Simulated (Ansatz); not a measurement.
# AlB3As4: the cost of one run

The runs shown are made with Ansatz 0.2.0. PAW datasets, plane waves, zero pressure. The cell comes from a prototype generator: it can be a known phase or a hypothetical one. Spin polarisation is off.

### Step 1. The system as given

This is the cell as the run starts from it, not yet at rest; its lengths are not the crystal's.

The symmetry is I-42m (No. 121, tetragonal); conventional cell a = 4.850 Å, c = 9.701 Å, 14.26 Å³ an atom. Around B lie 4 As at 2.10 Å; around As lie 3 B at 2.10 Å and 1 Al at 2.10 Å; around Al lie 4 As at 2.10 Å.

As a file:

Space group I-42m (No. 121). a = 4.850 Å, b = 4.850 Å, c = 9.701 Å, α = 90.00°, β = 90.00°, γ = 90.00°
```json
{"atom": "B", "site": "4d", "symmetry": "-4..", "x": "0.0000", "y": "0.5000", "z": "0.2500"}
{"atom": "As", "site": "8i", "symmetry": "..m", "x": "0.2500", "y": "0.7500", "z": "0.3750"}
{"atom": "B", "site": "2b", "symmetry": "-42m", "x": "0.5000", "y": "0.5000", "z": "0.0000"}
{"atom": "Al", "site": "2a", "symmetry": "-42m", "x": "0.0000", "y": "0.0000", "z": "0.0000"}
```

### Step 2. PBE: cell and atoms

File input.yaml:

```yaml
crystal:
  lattice:
    - [-2.4251309382, 2.4251309382, 4.8502618764]
    - [2.4251309382, -2.4251309382, 4.8502618764]
    - [2.4251309382, 2.4251309382, -4.8502618764]
  atoms:
    - { symbol: B, position: [0.75, 0.25, 0.5] }
    - { symbol: As, position: [0.125, 0.625, 0.0] }
    - { symbol: B, position: [0.5, 0.5, 0.0] }
    - { symbol: As, position: [0.875, 0.875, 0.5] }
    - { symbol: B, position: [0.25, 0.75, 0.5] }
    - { symbol: As, position: [0.625, 0.125, 0.0] }
    - { symbol: Al, position: [0.0, 0.0, 0.0] }
    - { symbol: As, position: [0.375, 0.375, 0.5] }
kpoints:
  mp_grid: { grid: [6, 6, 6] }
hamiltonian:
  xc: pbe
scf:
  occupations: { method: fermi_dirac, width: 0.02 }
relax:
  f_tol: 0.005
  cell: {}
output:
  write_density: true
  write_potential: true
  elf: true
  volumetric_format: npy
```

The run is started by

```sh
$ ansatz run input.yaml --threads 4 --pin off --max-ram 6451MiB --backend cpu --events-out ev --progress --plain --runs-dir out
```

Q: Estimate wall time and peak memory on 4 threads of Arm Neoverse V2, shared host.

About 34 s, with a peak of 0.54 GiB.
